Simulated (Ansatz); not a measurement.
Predict the output of the script below (Ansatz's Python interface).

The script, `scan_clh5nsi2.py`:
```python
"""Stretching a bond of ClH5NSi2, the rest held rigid."""

import logging
import sys
import warnings

import ansatz
import numpy as np

logging.basicConfig(stream=sys.stdout, format="%(name)s: %(message)s")
log = logging.getLogger("calc")
log.setLevel(logging.INFO)

GEOMETRY = """
Si    0.26000    1.60980    0.49530
N     0.90600    0.11730    0.34630
Si   -0.29060   -1.01560   -0.12420
Cl    0.76410   -2.78730   -0.44430
H    -0.15230    2.09840   -0.89480
H    -0.98530    1.60980    1.35160
H     1.66720    0.12440   -0.35270
H    -1.21310   -1.20000    0.96200
H    -0.86750   -0.60290   -1.35630
"""

warnings.simplefilter("ignore", ansatz.DeckWarning)

mol = ansatz.Crystal.molecule()
for line in GEOMETRY.strip().splitlines():
    symbol, *xyz = line.split()
    mol = mol.atom(symbol, [float(v) for v in xyz])

symbols = [site.symbol for site in mol.cartesian_sites]
start = np.array([site.position_ang for site in mol.cartesian_sites])
axis = (start[4] - start[0]) / np.linalg.norm(start[4] - start[0])
moving = [4]
lengths, energies = [1.3, 1.41, 1.53, 1.68, 1.91, 2.3, 2.75, 3.37], []
for length in lengths:
    xyz = start.copy()
    xyz[moving] += (length - np.linalg.norm(start[4] - start[0])) * axis
    point = ansatz.Crystal.molecule()
    for symbol, place in zip(symbols, xyz):
        point = point.atom(symbol, place.tolist())
    setup = (
        point.calculation()
        .basis(gaussian="def2-SVP")
        .functional("b3lyp", dispersion="d4")
        .spin("collinear", total=1)
    )
    report = setup.run(threads=1, pin="off").report
    energies.append(report["free_energy_ev"])
    log.info(f"r = {length:6.3f} A  E = {energies[-1]:.5f} eV  <S^2> = {abs(report['mean_field']['state']['spin_squared']):.3f}")

print("energy above the lowest point (eV):", [round(e - min(energies), 3) for e in energies])
```

Running `python scan_clh5nsi2.py` prints:
```text
calc: r =  1.300 A  E = -29840.97437 eV  <S^2> = 0.752
calc: r =  1.410 A  E = -29841.37187 eV  <S^2> = 0.751
calc: r =  1.530 A  E = -29841.46575 eV  <S^2> = 0.751
calc: r =  1.680 A  E = -29841.30003 eV  <S^2> = 0.752
calc: r =  1.910 A  E = -29840.78332 eV  <S^2> = 0.753
calc: r =  2.300 A  E = -29839.78592 eV  <S^2> = 0.778
calc: r =  2.750 A  E = -29839.06883 eV  <S^2> = 0.842
calc: r =  3.370 A  E = -29838.74913 eV  <S^2> = 0.791
energy above the lowest point (eV): [0.491, 0.094, 0.0, 0.166, 0.682, 1.68, 2.397, 2.717]
```

Reading the output:
- Total energies depend on the basis set; only differences at equal settings carry meaning.
- The rest of the molecule is held rigid at a force-field or estimated start geometry, and the basis set is modest; single-reference methods fail as a bond breaks.
- The run takes the species as open-shell (spin multiplicity 2), which needn't be its ground state.
- The expectation value of S² is noticeably off S(S+1) in at least one run, so that state is spin-contaminated.
- b3lyp holds the VWN-RPA fit, as in Gaussian; the form of ORCA and Turbomole is b3lyp5.
- Hardware and time: 50 s on 1 thread of Arm Neoverse V2 (shared host), peak memory 0.33 GiB.
